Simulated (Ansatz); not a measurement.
**ZrB: a line through an energy map**

Aim: follow the energy of ZrB (Fm-3m, No. 225; 2 atoms in the cell) along one coordinate, normal strain along z, with the other held at normal strain along x = 7.00 %.

Method: DFT LDA, scalar-relativistic, plane waves, PAW, in Ansatz 0.2.0.

### Step 1. The starting structure

It takes space group Fm-3m (No. 225, cubic). Conventional cell: a = 4.831 Å, b = 4.831 Å, c = 4.831 Å, α = 90.00°, β = 90.00°, γ = 90.00°. Zr (site symmetry m-3m) is surrounded by 6 B at 2.42 Å. B (site symmetry m-3m) is surrounded by 6 Zr at 2.42 Å.

Coordinates:

```cif
data_structure
_symmetry_space_group_name_H-M 'P 1'
_symmetry_Int_Tables_number 1
_cell_length_a 3.4159
_cell_length_b 3.4159
_cell_length_c 3.4159
_cell_angle_alpha 60.000
_cell_angle_beta 60.000
_cell_angle_gamma 60.000
_cell_volume 28.18
loop_
_atom_site_label
_atom_site_type_symbol
_atom_site_fract_x
_atom_site_fract_y
_atom_site_fract_z
_atom_site_occupancy
Zr1 Zr 0.00000 0.00000 0.00000 1
B1 B 0.50000 0.50000 0.50000 1
```

It is the result of an earlier relaxation at this level (volume 14.09 Å³/atom; gap on the mesh: none (metal)).

### Step 2. Plan of the line

The energy is mapped over two homogeneous strains (x along [1 0 0], y along [0 1 0], z along [0 0 1] of the conventional cell).

The axes are (1) normal strain along x: 7 values from −7.00 %; (2) normal strain along z: 7 values from −11.0 %.

Nothing else is relaxed (symmetry fixes all fractional coordinates). Energies count from the relaxed crystal. Points are written as (first, second).

### Step 3. Grid point (7.00 %, −11.0 %)

input.yaml

```yaml
crystal:
  lattice:
    - [0.0, 2.4153850465, 2.1496926914]
    - [2.5844619998, 0.0, 2.1496926914]
    - [2.5844619998, 2.4153850465, 0.0]
  atoms:
    - { symbol: Zr, position: [0.0, 0.0, 0.0] }
    - { symbol: B, position: [0.5, 0.5, 0.5] }
basis:
  ecutwfc: 520.0
kpoints:
  mp_grid: { grid: [16, 16, 16] }
hamiltonian:
  xc: lda
scf:
  occupations: { method: gaussian, width: 0.15 }
output:
  forces: true
  stress: true
  eigenvalues: true
```

Run with:

```bash
$ ansatz run input.yaml --threads 1 --pin off --max-ram 2048MiB --backend cpu --events-out ev --progress --plain --runs-dir out
```

The session goes on with these runs: the other points of the line.

What does the calculation give? Wanted: for each run, normal strain along z; energy; slope; pressure.

As calculated:

```
normal strain along z (%)  step  energy (meV/atom)  slope (meV/atom per %)  pressure (GPa)
                    −11.0     3                284                     −45            14.4
                     −7.3     4                152                     −27             5.1
                     −3.7     5                 82                     −11            −2.8
                      0.0     6                 70                       4            −9.3
                      3.7     7                103                      14           −14.2
                      7.3     –                169                      21           −17.6
                     11.0     8                256                      26           −19.9
```

Energies count from the relaxed crystal. Rows without a step come from runs not printed here or follow by symmetry. Slopes come from the forces (and the stress, where the cell changes), not from differences of energies.

In words: The lowest point of the line is at 0.0 %, 70 meV/atom from the zero. Energies and slopes round the minimum, fitted together, put the minimum at −1.01 %, with a curvature of about 3.7 meV/atom per %². Divided by the reference volume, that is a stiffness of about 420 GPa for this pattern of strain. The highest point computed, at −11.0 %, lies 214 meV/atom above the lowest. This is one cut through a surface in two coordinates; the map's lowest point lies off it.
